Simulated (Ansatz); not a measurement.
# C₂H₆FInS: a ladder of functionals and wavefunction methods

One table from this session's results is given with a row withheld; the runs are named, their logs left out.

Computed with Ansatz 0.2.0, Gaussian basis. Level: functionals in def2-TZVPP, the program's frozen cores in correlated methods.

The runs, in order: LDA (SPW92), PBE-D4, revPBE-D4, BLYP-D4, r2SCAN-D4, B97M-V, PBE0-D4, B3LYP-D4, r2SCANh-D4, r2SCAN0-D4, HSE06-D4, BHLYP-D4, CAM-B3LYP-D4, LC-ωPBE, ωB97X-V, ωB97M-V, B2PLYP, PBE-QIDH; CCSD(T)/def2-SVP; CCSD(T)/def2-TZVPP; MP2/def2-QZVPP; extrapolation to the limit; RPA on PBE.

## The geometry

All runs share one geometry, relaxed beforehand with PBE0-D4 in a triple-zeta def2 set. In takes the def2 core potential; no spin-orbit term is included.

SMILES `C[S][In]([CH3])[F]`, 11 atoms, charge 0, spin multiplicity 1.

Atoms are counted from 1 here; the program's logs count them from 0.

Bond lengths: C1–S2 1.822 Å, C1–H6 1.090 Å, C1–H7 1.089 Å, C1–H8 1.089 Å, S2–In3 2.365 Å, In3–C4 2.132 Å, In3–F5 1.961 Å, C4–H9 1.090 Å, C4–H10 1.089 Å, C4–H11 1.090 Å. Angles: S2–C1–H6 106.2°, S2–C1–H7 112.0°, S2–C1–H8 111.9°, H6–C1–H7 108.3°, H6–C1–H8 108.3°, H7–C1–H8 109.9°, C1–S2–In3 101.9°, S2–In3–C4 135.2°, S2–In3–F5 109.2°, C4–In3–F5 115.6°, In3–C4–H9 110.0°, In3–C4–H10 108.5°, In3–C4–H11 109.7°, H9–C4–H10 109.9°, H9–C4–H11 109.0°, H10–C4–H11 109.8°.

Set-up of the first run:

Contents of in.yaml:

```yaml
crystal:
  periodic: [false, false, false]
  atoms:
    - {symbol: C, position_ang: [-1.600226, 0.375953, 1.542177]}
    - {symbol: S, position_ang: [-0.869671, 1.833451, 0.728289]}
    - {symbol: In, position_ang: [0.702161, 0.839810, -0.733116]}
    - {symbol: C, position_ang: [1.300425, -1.156855, -1.181317]}
    - {symbol: F, position_ang: [1.632474, 2.246135, -1.733409]}
    - {symbol: H, position_ang: [-2.351989, 0.757451, 2.233228]}
    - {symbol: H, position_ang: [-2.093420, -0.284083, 0.829777]}
    - {symbol: H, position_ang: [-0.861077, -0.183330, 2.114266]}
    - {symbol: H, position_ang: [1.616794, -1.664476, -0.270289]}
    - {symbol: H, position_ang: [2.125975, -1.118867, -1.890401]}
    - {symbol: H, position_ang: [0.463854, -1.701988, -1.618605]}
basis:
  gaussian: {orbitals: def2-TZVPP}
hamiltonian: {xc: lda}
output: {orbitals: {seedname: orbitals}}
```

Run with:

```console
> ansatz run in.yaml --threads 4 --pin off --events-out ev --progress --plain --max-ram 10444MiB
```

Among the steps run: LDA; PBE-D4 (GGA); revPBE-D4 (GGA); BLYP-D4 (GGA); r2SCAN-D4 (meta-GGA); B97M-V (meta-GGA); PBE0-D4 (hybrid); B3LYP-D4 (hybrid); r2SCANh-D4 (hybrid); r2SCAN0-D4 (hybrid); HSE06-D4 (hybrid); BHLYP-D4 (hybrid); CAM-B3LYP-D4 (range-separated); LC-ωPBE (range-separated); ωB97X-V (range-separated); ωB97M-V (range-separated); B2PLYP (double hybrid); PBE-QIDH (double hybrid).

One of the session's tables, all rows but one given; the rest of the session is left out.

It belongs to the step «Orbital energies across the functionals». 

```
  functional  HOMO (eV)  gap (eV)
 LDA (SPW92)      -6.05      3.81
      PBE-D4      -5.90      3.93
   revPBE-D4      -5.84      3.99
     BLYP-D4      -5.75      3.81
   r2SCAN-D4      -6.15      4.45
      B97M-V      -6.23      4.37
     PBE0-D4          ?         ?
    B3LYP-D4      -6.87      5.43
  r2SCANh-D4      -6.60      5.19
  r2SCAN0-D4      -7.26      6.31
    HSE06-D4      -6.69      5.21
    BHLYP-D4      -8.16      7.72
CAM-B3LYP-D4      -8.41      8.14
     LC-ωPBE      -9.78     10.62
     ωB97X-V      -9.42     10.12
     ωB97M-V      -9.28      9.66
```

Q: Estimate the row for PBE0-D4 from the others.

As computed: HOMO (eV): -7.09; gap (eV): 5.98. In the column «HOMO (eV)» it lies between r2SCAN0-D4 (-7.26) and B3LYP-D4 (-6.87).
